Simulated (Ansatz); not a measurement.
# ZnS (Wurtzite-2H): a point defect seen from the nuclei (P on an S site), part 2 of 3

Aim: the field gradients at and around a point defect: P on an S site in ZnS (Wurtzite-2H), cell charge -1. The cell is a supercell built from a COD entry. Planned: a single point, then a relaxation, then a check of ecutwfc.

Ansatz 0.2.0; DFT, PBE, plane-wave PAW, default files, scalar-relativistic, as far as a step names no other.

**3. Ions relaxed**

The input, input.yaml:

```yaml
crystal:
  lattice:
    - [7.622, 0.0, 0.0]
    - [-3.811, 6.6008456276, 0.0]
    - [0.0, 0.0, 12.468]
  atoms:
    - { symbol: Zn, position: [0.1666666666, 0.3333333334, 0.0] }
    - { symbol: Zn, position: [0.1666666666, 0.3333333334, 0.5] }
    - { symbol: Zn, position: [0.1666666666, 0.8333333334, 0.0] }
    - { symbol: Zn, position: [0.1666666666, 0.8333333334, 0.5] }
    - { symbol: Zn, position: [0.6666666666, 0.3333333334, 0.0] }
    - { symbol: Zn, position: [0.6666666666, 0.3333333334, 0.5] }
    - { symbol: Zn, position: [0.6666666666, 0.8333333334, 0.0] }
    - { symbol: Zn, position: [0.6666666666, 0.8333333334, 0.5] }
    - { symbol: Zn, position: [0.3333333334, 0.1666666666, 0.25] }
    - { symbol: Zn, position: [0.3333333334, 0.1666666666, 0.75] }
    - { symbol: Zn, position: [0.3333333334, 0.6666666666, 0.25] }
    - { symbol: Zn, position: [0.3333333334, 0.6666666666, 0.75] }
    - { symbol: Zn, position: [0.8333333334, 0.1666666666, 0.25] }
    - { symbol: Zn, position: [0.8333333334, 0.1666666666, 0.75] }
    - { symbol: Zn, position: [0.8333333334, 0.6666666666, 0.25] }
    - { symbol: Zn, position: [0.8333333334, 0.6666666666, 0.75] }
    - { symbol: P, position: [0.1666666666, 0.3333333334, 0.1925] }
    - { symbol: S, position: [0.1666666666, 0.3333333334, 0.6925] }
    - { symbol: S, position: [0.1666666666, 0.8333333334, 0.1925] }
    - { symbol: S, position: [0.1666666666, 0.8333333334, 0.6925] }
    - { symbol: S, position: [0.6666666666, 0.3333333334, 0.1925] }
    - { symbol: S, position: [0.6666666666, 0.3333333334, 0.6925] }
    - { symbol: S, position: [0.6666666666, 0.8333333334, 0.1925] }
    - { symbol: S, position: [0.6666666666, 0.8333333334, 0.6925] }
    - { symbol: S, position: [0.3333333334, 0.1666666666, 0.4425] }
    - { symbol: S, position: [0.3333333334, 0.1666666666, 0.9425] }
    - { symbol: S, position: [0.3333333334, 0.6666666666, 0.4425] }
    - { symbol: S, position: [0.3333333334, 0.6666666666, 0.9425] }
    - { symbol: S, position: [0.8333333334, 0.1666666666, 0.4425] }
    - { symbol: S, position: [0.8333333334, 0.1666666666, 0.9425] }
    - { symbol: S, position: [0.8333333334, 0.6666666666, 0.4425] }
    - { symbol: S, position: [0.8333333334, 0.6666666666, 0.9425] }
total_charge: -1
kpoints:
  mp_grid: { grid: [3, 3, 2] }
scf:
  occupations: { method: fermi_dirac, width: 0.01 }
hamiltonian:
  xc: pbe
  pseudopotentials: { kind: paw }
output:
  forces: true
  stress: true
  populations: true
  efg:
    quadrupole_moments_barn: { Zn: 0.122, S: -0.0694 }
    contact_densities: true
relax:
  f_tol: 0.03
  max_steps: 40
```

On the command line:

```sh
ansatz run input.yaml --threads 1 --pin off --max-ram 3072MiB --backend cpu --events-out ev --progress --plain --runs-dir out
```

What it wrote:

```text
Warning: output.stress: scf.convergence.dr2_threshold = 1e-7 eV (the SCF's general default) is looser than the 3.2e-9 eV advised for a printed stress (1e-10 eV for each atom of the cell: 32). What an SCF threshold leaves in a stress goes as its square root, and in the free energy as the threshold itself, and one threshold admits the most on a small cell: of the crystals measured, under no hybrid functional and no lock of the moments, on runs that ended without the residual-converged pass, on stresses that held no estimate of that error, the worst erred by over 100 MPa in a component at 1e-7 eV an atom and by under 5 at 1e-10. Every solve of this run answers to scf.convergence.dr2_threshold, and the tensor of one is reported: a single SCF on the reported geometry and on this run's grids (its basis.xc_grid and basis.ecutrho_ratio typed), with scf.convergence.dr2_threshold at 3.2e-9 eV or tighter, prints it and tightens no other solve. Else set scf.convergence.dr2_threshold to 3.2e-9 eV or tighter. The threshold is an SCF's pass mark: one that does not reach it within its budget of iterations ends unconverged, or closes short of it on a stop that the run arms, and scf.convergence.dr2_threshold's page says what that costs each kind of run
Warning: RAYON_NUM_THREADS=1 ignored (pool sized by the plan → 1); use --threads N
[... 10 set-up lines as earlier in the session ...]
Crystal: 32 atoms, lattice volume = 627.286 Å³
Basis set: ecut = 420 eV, 12287 PW (Γ), exchange–correlation on 108×108×180 points (8 copies of the dense FFT grid, shifted against one another)
Bands: 176, of which v1, the nominal top of the filled ones, is band 144 counted from 1 (143 counted from 0)
[... 2 set-up lines as earlier in the session ...]
k-points: 6 of 18 (time reversal used)
[... 10 set-up lines as earlier in the session ...]
SCF iter   1: F=—  HF=-67408.586649 eV  |F-HF|=—  |Δ(HF+E_count)|=         —  Δρ=1.60e-2  dr2=1.13e0  ethr=1.77e-3  ⟨swp⟩=8.2  Hψ=4923  notcnv=0  defer=49
preconditioner: auto → Resta (q_TF=auto, 2.396 Å⁻¹)  ε∞=6.9  [insulator: Δε(μ)=1.406 eV  Ē_g=10.358 eV  σ=0.010 eV  W_gap=1.00  n_scr=134 (ndim 8)  ℏωp=25.2 eV  f_vac=0.038  D(μ)=0.00/eV (n_scr^D=0)  ε∞_Penn≈6.9]
SCF iter   2: F=—  HF=-67408.263685 eV  |F-HF|=—  |Δ(HF+E_count)|=   3.23e-1  Δρ=1.92e-3  dr2=4.98e-2  ethr=3.91e-4  ⟨swp⟩=3.0  Hψ=2046  notcnv=0  defer=156
SCF iter   3: F=—  HF=-67408.201840 eV  |F-HF|=—  |Δ(HF+E_count)|=   6.18e-2  Δρ=2.39e-3  dr2=5.31e-2  ethr=1.73e-5  ⟨swp⟩=3.2  Hψ=1735  notcnv=0  defer=156
SCF iter   4: F=—  HF=-67408.189725 eV  |F-HF|=—  |Δ(HF+E_count)|=   1.21e-2  Δρ=6.19e-4  dr2=8.38e-3  ethr=1.73e-5  ⟨swp⟩=2.5  Hψ=1711  notcnv=0  defer=156
SCF iter   5: F=—  HF=-67408.190106 eV  |F-HF|=—  |Δ(HF+E_count)|=   3.82e-4  Δρ=3.31e-4  dr2=9.68e-4  ethr=2.91e-6  ⟨swp⟩=2.0  Hψ=2020  notcnv=0  defer=156
SCF iter   6: F=—  HF=-67408.189938 eV  |F-HF|=—  |Δ(HF+E_count)|=   1.68e-4  Δρ=1.74e-4  dr2=2.02e-4  ethr=3.36e-7  ⟨swp⟩=2.0  Hψ=1684  notcnv=0  defer=156
SCF iter   7: F=—  HF=-67408.189900 eV  |F-HF|=—  |Δ(HF+E_count)|=   3.73e-5  Δρ=6.17e-5  dr2=3.75e-5  ethr=7.03e-8  ⟨swp⟩=2.0  Hψ=1674  notcnv=0  defer=156
SCF iter   8: F=-67408.189928 eV  HF=-67408.189926 eV  |F-HF|=1.97e-6  |Δ(HF+E_count)|=   2.53e-5  Δρ=1.23e-5  dr2=1.63e-6  ethr=7.81e-9  ⟨swp⟩=4.2  Hψ=3596  notcnv=0
SCF 1 converged in 8 iterations: F = -67408.189928 eV  dr2 = 1.63e-6
relax step   1: F+E_penalty+E_count = -67408.18992776 eV  Δ(F+E_penalty+E_count) = +0.000e0 eV  max|allowed force component| = 1.322e0 eV/Å  Δτ_max = 0.0000 Å  (8 SCF iters, dr2 threshold 2.25e-5 eV, accepted)
Initial density: handed on by an earlier stage of this run
Initial wavefunctions: those handed on with the density
iter 1 solved again at ethr=7.96e-6 eV; its pass at ethr=3.10e-3 eV (dr2=2.29e-2 eV) is discarded
SCF iter   1: F=—  HF=-67408.454226 eV  |F-HF|=—  |Δ(HF+E_count)|=         —  Δρ=1.94e-3  dr2=2.31e-2  ethr=7.96e-6  ⟨swp⟩=3.0  Hψ=3866  notcnv=0  defer=151
preconditioner: auto → Resta (q_TF=auto, 2.396 Å⁻¹)  ε∞=6.6  [insulator: Δε(μ)=1.337 eV  Ē_g=10.631 eV  σ=0.010 eV  W_gap=1.00  n_scr=134 (ndim 8)  ℏωp=25.2 eV  f_vac=0.036  D(μ)=0.00/eV (n_scr^D=0)  ε∞_Penn≈6.6]
SCF iter   2: F=—  HF=-67408.450090 eV  |F-HF|=—  |Δ(HF+E_count)|=   4.14e-3  Δρ=1.03e-3  dr2=6.86e-3  ethr=7.96e-6  ⟨swp⟩=3.2  Hψ=1288  notcnv=0  defer=151
SCF iter   3: F=—  HF=-67408.449346 eV  |F-HF|=—  |Δ(HF+E_count)|=   7.43e-4  Δρ=5.55e-4  dr2=1.83e-3  ethr=2.38e-6  ⟨swp⟩=3.0  Hψ=1752  notcnv=0  defer=151
SCF iter   4: F=—  HF=-67408.448590 eV  |F-HF|=—  |Δ(HF+E_count)|=   7.56e-4  Δρ=1.51e-4  dr2=3.54e-4  ethr=6.35e-7  ⟨swp⟩=2.2  Hψ=1821  notcnv=0  defer=151
SCF iter   5: F=-67408.448534 eV  HF=-67408.448537 eV  |F-HF|=2.73e-6  |Δ(HF+E_count)|=   5.38e-5  Δρ=5.97e-5  dr2=2.85e-5  ethr=3.47e-8  ⟨swp⟩=3.0  Hψ=4220  notcnv=0
SCF 2 converged in 5 iterations: F = -67408.448534 eV  dr2 = 2.85e-5
relax step   2: F+E_penalty+E_count = -67408.44853379 eV  Δ(F+E_penalty+E_count) = -2.586e-1 eV  max|allowed force component| = 6.210e-1 eV/Å  Δτ_max = 0.0628 Å  (5 SCF iters, dr2 threshold 1.00e-4 eV, accepted)
SCF iter   1: F=—  HF=-67408.563061 eV  |F-HF|=—  |Δ(HF+E_count)|=         —  Δρ=2.06e-3  dr2=2.01e-2  ethr=9.24e-5  ⟨swp⟩=6.0  Hψ=2628  notcnv=0  defer=154
preconditioner: auto → Resta (q_TF=auto, 2.396 Å⁻¹)  ε∞=6.6  [insulator: Δε(μ)=1.479 eV  Ē_g=10.627 eV  σ=0.010 eV  W_gap=1.00  n_scr=134 (ndim 8)  ℏωp=25.2 eV  f_vac=0.034  D(μ)=0.00/eV (n_scr^D=0)  ε∞_Penn≈6.6]
SCF iter   2: F=—  HF=-67408.559516 eV  |F-HF|=—  |Δ(HF+E_count)|=   3.55e-3  Δρ=1.11e-3  dr2=6.12e-3  ethr=6.97e-6  ⟨swp⟩=2.0  Hψ=1441  notcnv=0  defer=154
SCF iter   3: F=—  HF=-67408.558905 eV  |F-HF|=—  |Δ(HF+E_count)|=   6.11e-4  Δρ=3.47e-4  dr2=7.60e-4  ethr=2.13e-6  ⟨swp⟩=2.3  Hψ=1700  notcnv=0  defer=154
SCF iter   4: F=—  HF=-67408.558689 eV  |F-HF|=—  |Δ(HF+E_count)|=   2.16e-4  Δρ=1.76e-4  dr2=2.36e-4  ethr=2.64e-7  ⟨swp⟩=2.0  Hψ=1684  notcnv=0  defer=154
SCF iter   5: F=—  HF=-67408.558646 eV  |F-HF|=—  |Δ(HF+E_count)|=   4.29e-5  Δρ=5.50e-5  dr2=3.30e-5  ethr=8.19e-8  ⟨swp⟩=2.0  Hψ=1606  notcnv=0  defer=154
SCF iter   6: F=-67408.558648 eV  HF=-67408.558650 eV  |F-HF|=1.63e-6  |Δ(HF+E_count)|=   3.81e-6  Δρ=2.06e-5  dr2=3.50e-6  ethr=8.37e-9  ⟨swp⟩=4.0  Hψ=3510  notcnv=0
SCF 3 converged in 6 iterations: F = -67408.558648 eV  dr2 = 3.50e-6
relax step   3: F+E_penalty+E_count = -67408.55864810 eV  Δ(F+E_penalty+E_count) = -1.101e-1 eV  max|allowed force component| = 5.880e-2 eV/Å  Δτ_max = 0.0415 Å  (6 SCF iters, dr2 threshold 2.41e-5 eV, accepted)
[... 10 lines left out ...]
relax step   4: F+E_penalty+E_count = -67408.55851320 eV  Δ(F+E_penalty+E_count) = +1.349e-4 eV  max|allowed force component| = 8.223e-2 eV/Å  Δτ_max = 0.0208 Å  (8 SCF iters, rejected (line search))
[... 10 lines left out ...]
relax step   5: F+E_penalty+E_count = -67408.55865044 eV  Δ(F+E_penalty+E_count) = -2.338e-6 eV  max|allowed force component| = 5.890e-2 eV/Å  Δτ_max = 0.0000 Å  (8 SCF iters, accepted)
[... 9 lines left out ...]
relax step   6: F+E_penalty+E_count = -67408.55850309 eV  Δ(F+E_penalty+E_count) = +1.473e-4 eV  max|allowed force component| = 8.240e-2 eV/Å  Δτ_max = 0.0208 Å  (8 SCF iters, rejected (line search))
SCF iter   1: F=—  HF=-67408.560611 eV  |F-HF|=—  |Δ(HF+E_count)|=         —  Δρ=3.90e-4  dr2=8.79e-4  ethr=2.68e-6  ⟨swp⟩=3.8  Hψ=2367  notcnv=0  defer=154
preconditioner: auto → Resta (q_TF=auto, 2.396 Å⁻¹)  ε∞=6.6  [insulator: Δε(μ)=1.514 eV  Ē_g=10.628 eV  σ=0.010 eV  W_gap=1.00  n_scr=134 (ndim 8)  ℏωp=25.2 eV  f_vac=0.034  D(μ)=0.00/eV (n_scr^D=0)  ε∞_Penn≈6.6]
SCF iter   2: F=—  HF=-67408.560484 eV  |F-HF|=—  |Δ(HF+E_count)|=   1.27e-4  Δρ=2.04e-4  dr2=2.62e-4  ethr=3.05e-7  ⟨swp⟩=1.0  Hψ=1218  notcnv=0  defer=154
SCF iter   3: F=—  HF=-67408.560449 eV  |F-HF|=—  |Δ(HF+E_count)|=   3.47e-5  Δρ=7.15e-5  dr2=3.80e-5  ethr=9.09e-8  ⟨swp⟩=2.0  Hψ=1616  notcnv=0  defer=154
SCF iter   4: F=—  HF=-67408.559915 eV  |F-HF|=—  |Δ(HF+E_count)|=   5.34e-4  Δρ=4.00e-5  dr2=1.21e-5  ethr=1.32e-8  ⟨swp⟩=2.0  Hψ=1676  notcnv=0  defer=154
SCF iter   5: F=—  HF=-67408.559912 eV  |F-HF|=—  |Δ(HF+E_count)|=   3.47e-6  Δρ=1.32e-5  dr2=1.74e-6  ethr=4.22e-9  ⟨swp⟩=2.0  Hψ=1657  notcnv=0  defer=154
SCF iter   6: F=—  HF=-67408.559912 eV  |F-HF|=—  |Δ(HF+E_count)|=   7.03e-8  Δρ=3.63e-6  dr2=1.34e-7  ethr=6.04e-10  ⟨swp⟩=2.0  Hψ=1738  notcnv=0  defer=154
SCF iter   7: F=-67408.559912 eV  HF=-67408.559912 eV  |F-HF|=8.30e-8  |Δ(HF+E_count)|=   6.54e-8  Δρ=3.49e-6  dr2=4.81e-8  ethr=3.47e-11  ⟨swp⟩=4.3  Hψ=3641  notcnv=0
SCF 7 converged in 7 iterations: F = -67408.559912 eV  dr2 = 4.81e-8
relax step   7: F+E_penalty+E_count = -67408.55991161 eV  Δ(F+E_penalty+E_count) = -1.261e-3 eV  max|allowed force component| = 7.576e-3 eV/Å  Δτ_max = 0.0101 Å  (7 SCF iters, accepted)
NSCF: frozen V_eff on 6 k-points
the band table was solved once a step of the walk had ended and its energy, with any forces and stress, was formed, with the checks that follow a solve (4861 applications of the Hamiltonian). They found nothing against the state; the energy, forces and stress were not computed again (output.eigenvalues in the input reference)
SCF converged after 7 iterations
Free energy (F): -67408.559912 eV
Harris-Foulkes:  -67408.559912 eV  (|F-HF|=8.30e-8)
Internal energy: -67408.559912 eV  (E = F + TS)
E sigma→0 (E₀):  -67408.559912 eV
Fermi energy:    7.383835 eV
--- Per-component energies (eV) ---
[... 15 lines left out ...]
--- Forces (eV/Å), atoms counted from 1 ---
  atom   1  Zn     0.00000000    -0.00000000    -0.00172742
  atom   2  Zn     0.00000000    -0.00000000     0.00059554
  atom   3  Zn     0.00217747     0.00125716    -0.00444143
  atom   4  Zn    -0.00018093    -0.00010446     0.00047103
  atom   5  Zn     0.00000000    -0.00251432    -0.00444143
  atom   6  Zn     0.00000000     0.00020892     0.00047103
[... 26 lines left out ...]
  max |Σ_I F_I| component: 2.37e-7 eV/Å
--- Stress (GPa, compression-positive) ---
        2.469628       0.000000       0.000000
        0.000000       2.469628      -0.000000
        0.000000      -0.000000       2.762582
  P = ⅓ Tr σ = 2.5673 GPa (25.673 kbar)
--- PAW observables at the nuclei: V_zz in 10²¹ V/m², potentials from the cell's mean, atoms counted from 1 ---
  atom   1  Zn V_zz =    -6.046551   η = 0.0000   by run symmetry: allowed   C_q = -17.8370 MHz
            electrostatic potential = -3941.963220 V   contact ρ = 166609.501676 e/Å³
  atom   2  Zn V_zz =    +0.993635   η = 0.0000   by run symmetry: allowed   C_q = +2.9312 MHz
            electrostatic potential = -3941.564709 V   contact ρ = 166604.165062 e/Å³
  atom   3  Zn V_zz =    -1.132945   η = 0.5479   by run symmetry: allowed   C_q = -3.3421 MHz
            electrostatic potential = -3941.601127 V   contact ρ = 166604.050301 e/Å³
  atom   4  Zn V_zz =    +0.636094   η = 0.7402   by run symmetry: allowed   C_q = +1.8764 MHz
            electrostatic potential = -3941.527189 V   contact ρ = 166604.337778 e/Å³
  atom   5  Zn V_zz =    -1.132945   η = 0.5479   by run symmetry: allowed   C_q = -3.3421 MHz
            electrostatic potential = -3941.601127 V   contact ρ = 166604.050300 e/Å³
  atom   6  Zn V_zz =    +0.636094   η = 0.7402   by run symmetry: allowed   C_q = +1.8764 MHz
            electrostatic potential = -3941.527189 V   contact ρ = 166604.337778 e/Å³
  atom   7  Zn V_zz =    -1.132945   η = 0.5479   by run symmetry: allowed   C_q = -3.3421 MHz
            electrostatic potential = -3941.601127 V   contact ρ = 166604.050301 e/Å³
  atom   8  Zn V_zz =    +0.636094   η = 0.7402   by run symmetry: allowed   C_q = +1.8764 MHz
            electrostatic potential = -3941.527189 V   contact ρ = 166604.337778 e/Å³
  atom   9  Zn V_zz =    -5.952000   η = 0.2728   by run symmetry: allowed   C_q = -17.5581 MHz
            electrostatic potential = -3942.074829 V   contact ρ = 166609.628855 e/Å³
  atom  10  Zn V_zz =    -0.954546   η = 0.1007   by run symmetry: allowed   C_q = -2.8159 MHz
            electrostatic potential = -3941.477207 V   contact ρ = 166604.355286 e/Å³
  atom  11  Zn V_zz =    -5.952000   η = 0.2728   by run symmetry: allowed   C_q = -17.5581 MHz
            electrostatic potential = -3942.074829 V   contact ρ = 166609.628854 e/Å³
  atom  12  Zn V_zz =    -0.954546   η = 0.1007   by run symmetry: allowed   C_q = -2.8159 MHz
            electrostatic potential = -3941.477207 V   contact ρ = 166604.355286 e/Å³
  atom  13  Zn V_zz =    -5.952000   η = 0.2728   by run symmetry: allowed   C_q = -17.5581 MHz
            electrostatic potential = -3942.074829 V   contact ρ = 166609.628855 e/Å³
  atom  14  Zn V_zz =    -0.954546   η = 0.1007   by run symmetry: allowed   C_q = -2.8159 MHz
            electrostatic potential = -3941.477207 V   contact ρ = 166604.355286 e/Å³
  atom  15  Zn V_zz =    +1.813450   η = 0.0000   by run symmetry: allowed   C_q = +5.3496 MHz
            electrostatic potential = -3941.691466 V   contact ρ = 166604.124991 e/Å³
  atom  16  Zn V_zz =    -0.745282   η = 0.0000   by run symmetry: allowed   C_q = -2.1985 MHz
            electrostatic potential = -3941.426213 V   contact ρ = 166604.227943 e/Å³
  atom  17  P  V_zz =    +1.017655   η = 0.0000   by run symmetry: allowed
            electrostatic potential = -1495.619344 V   contact ρ = 16016.815961 e/Å³
  atom  18  S  V_zz =    -0.356502   η = 0.0000   by run symmetry: allowed   C_q = +0.5982 MHz
            electrostatic potential = -1633.011156 V   contact ρ = 19765.067829 e/Å³
  atom  19  S  V_zz =    -2.118335   η = 0.6521   by run symmetry: allowed   C_q = +3.5547 MHz
            electrostatic potential = -1633.355009 V   contact ρ = 19765.088231 e/Å³
  atom  20  S  V_zz =    +0.206659   η = 0.8009   by run symmetry: allowed   C_q = -0.3468 MHz
            electrostatic potential = -1632.980340 V   contact ρ = 19765.018470 e/Å³
  atom  21  S  V_zz =    -2.118335   η = 0.6521   by run symmetry: allowed   C_q = +3.5547 MHz
            electrostatic potential = -1633.355009 V   contact ρ = 19765.088231 e/Å³
  atom  22  S  V_zz =    +0.206659   η = 0.8009   by run symmetry: allowed   C_q = -0.3468 MHz
            electrostatic potential = -1632.980340 V   contact ρ = 19765.018470 e/Å³
  atom  23  S  V_zz =    -2.118335   η = 0.6521   by run symmetry: allowed   C_q = +3.5547 MHz
            electrostatic potential = -1633.355009 V   contact ρ = 19765.088231 e/Å³
  atom  24  S  V_zz =    +0.206659   η = 0.8009   by run symmetry: allowed   C_q = -0.3468 MHz
            electrostatic potential = -1632.980340 V   contact ρ = 19765.018470 e/Å³
  atom  25  S  V_zz =    -1.477213   η = 0.1982   by run symmetry: allowed   C_q = +2.4789 MHz
            electrostatic potential = -1633.161291 V   contact ρ = 19765.076844 e/Å³
  atom  26  S  V_zz =    -1.431972   η = 0.7447   by run symmetry: allowed   C_q = +2.4030 MHz
            electrostatic potential = -1633.170826 V   contact ρ = 19765.142118 e/Å³
  atom  27  S  V_zz =    -1.477213   η = 0.1982   by run symmetry: allowed   C_q = +2.4789 MHz
            electrostatic potential = -1633.161291 V   contact ρ = 19765.076844 e/Å³
  atom  28  S  V_zz =    -1.431972   η = 0.7447   by run symmetry: allowed   C_q = +2.4030 MHz
            electrostatic potential = -1633.170826 V   contact ρ = 19765.142118 e/Å³
  atom  29  S  V_zz =    -1.477213   η = 0.1982   by run symmetry: allowed   C_q = +2.4789 MHz
            electrostatic potential = -1633.161291 V   contact ρ = 19765.076844 e/Å³
  atom  30  S  V_zz =    -1.431972   η = 0.7447   by run symmetry: allowed   C_q = +2.4030 MHz
            electrostatic potential = -1633.170826 V   contact ρ = 19765.142118 e/Å³
  atom  31  S  V_zz =    -0.295591   η = 0.0000   by run symmetry: allowed   C_q = +0.4960 MHz
            electrostatic potential = -1633.046894 V   contact ρ = 19765.055557 e/Å³
  atom  32  S  V_zz =    +0.810650   η = 0.0000   by run symmetry: allowed   C_q = -1.3603 MHz
            electrostatic potential = -1633.051065 V   contact ρ = 19765.098429 e/Å³
--- Band table (eV; the first three rows and the last of 6) ---
[... 4 lines left out ...]
--- Relaxed structure (7 steps of the walk, 5 accepted, 0 SCFs on fresh bases) ---
  F+E_penalty+E_count = -67408.55991161 eV   max|allowed force component| = 7.576e-3 eV/Å
  atoms:
[... 32 lines left out ...]
--- Löwdin populations: 32 sites ---
  site symbol       q [e]
[... 32 lines left out ...]
  spilling = 0.011289 (of n_electrons = 288.000000)
```

Run time: 7.1 min. Hardware: 1 thread of AMD EPYC 7R13 (Zen 3), shared host; peak memory 1.4 GiB.

The steps of the relaxation:

| step | energy change (eV) | largest force component (eV/Å) |
| --- | --- | --- |
| 1 | 0.0000 | 1.322 |
| 2 | -0.2586 | 0.621 |
| 3 | -0.3687 | 0.059 |
| 4 (rejected) | -0.3686 | 0.082 |
| 5 | -0.3687 | 0.059 |
| 6 (rejected) | -0.3686 | 0.082 |
| 7 | -0.3700 | 0.008 |

Atom 1 (Zn) moved farthest, 0.109 Å; the mean move was 0.041 Å.

State: gap on the mesh 1.52 eV, largest force 0.008 eV/Å, pressure 2.6 GPa.

Against step 2 (V_zz in 10²¹ V/m²; 10 of 16 rows, with the four largest changes of size):

```csv
site,atoms,"V_zz, PBE","V_zz, PBE relaxed","η, PBE","η, PBE relaxed"
P,17,1.12,1.02,0.00,0.00
Zn9,"9, 11, 13",-5.16,-5.95,0.75,0.27
Zn1,1,-3.21,-6.05,0.00,0.00
S19,"19, 21, 23",-2.53,-2.12,0.15,0.65
S25,"25, 27, 29",-2.20,-1.48,0.14,0.20
S26,"26, 28, 30",-1.35,-1.43,0.20,0.74
Zn2,2,2.18,0.99,0.00,0.00
Zn15,15,2.76,1.81,0.00,0.00
Zn3,"3, 5, 7",1.28,-1.13,0.24,0.55
Zn4,"4, 6, 8",2.23,0.64,0.14,0.74
```

Site by site (atoms counted from 1): 11 of 16, those nearest the defect, the farthest of each element and the two largest gradients.

| site | atoms | distance from the defect (Å) | V_zz (10²¹ V/m²) | η | C_Q (MHz) |
| --- | --- | --- | --- | --- | --- |
| P | 17 | 0.00 | 1.02 | 0.00 | – |
| Zn9 | 9, 11, 13 | 2.26 | -5.95 | 0.27 | -17.6 (⁶⁷Zn) |
| Zn1 | 1 | 2.27 | -6.05 | 0.00 | -17.8 (⁶⁷Zn) |
| S19 | 19, 21, 23 | 3.81 | -2.12 | 0.65 | 3.55 (³³S) |
| S25 | 25, 27, 29 | 3.83 | -1.48 | 0.20 | 2.48 (³³S) |
| S26 | 26, 28, 30 | 3.84 | -1.43 | 0.74 | 2.40 (³³S) |
| Zn2 | 2 | 3.86 | 0.99 | 0.00 | 2.93 (⁶⁷Zn) |
| Zn15 | 15 | 4.46 | 1.81 | 0.00 | 5.35 (⁶⁷Zn) |
| Zn3 | 3, 5, 7 | 4.46 | -1.13 | 0.55 | -3.34 (⁶⁷Zn) |
| Zn16 | 16 | 6.98 | -0.75 | 0.00 | -2.20 (⁶⁷Zn) |
| S20 | 20, 22, 24 | 7.30 | 0.21 | 0.80 | -0.347 (³³S) |

Direction of the V_zz axis (Cartesian unit vector):

| site | atom | x | y | z |
| --- | --- | --- | --- | --- |
| Zn1 | 1 | 0.00 | 0.00 | 1.00 |
| Zn2 | 2 | 0.00 | 0.00 | 1.00 |
| Zn3 | 3 | -0.16 | -0.09 | 0.98 |
| Zn4 | 4 | 0.15 | 0.08 | 0.99 |
| Zn9 | 9 | 0.84 | -0.48 | 0.26 |
| Zn10 | 10 | 0.10 | -0.06 | 0.99 |
| Zn15 | 15 | 0.00 | 0.00 | 1.00 |
| Zn16 | 16 | 0.00 | 0.00 | 1.00 |
| P | 17 | 0.00 | 0.00 | 1.00 |
| S18 | 18 | 0.00 | 0.00 | 1.00 |

The sizes of the gradients above 0.15 moved by 43 % in the median, over a factor of two at the site that moves most (small gradients counted from 0.15; S32, -0.26 to 0.81), with a change of sign at Zn3, S32, Zn10 and others.

[end of part 2 of 3]
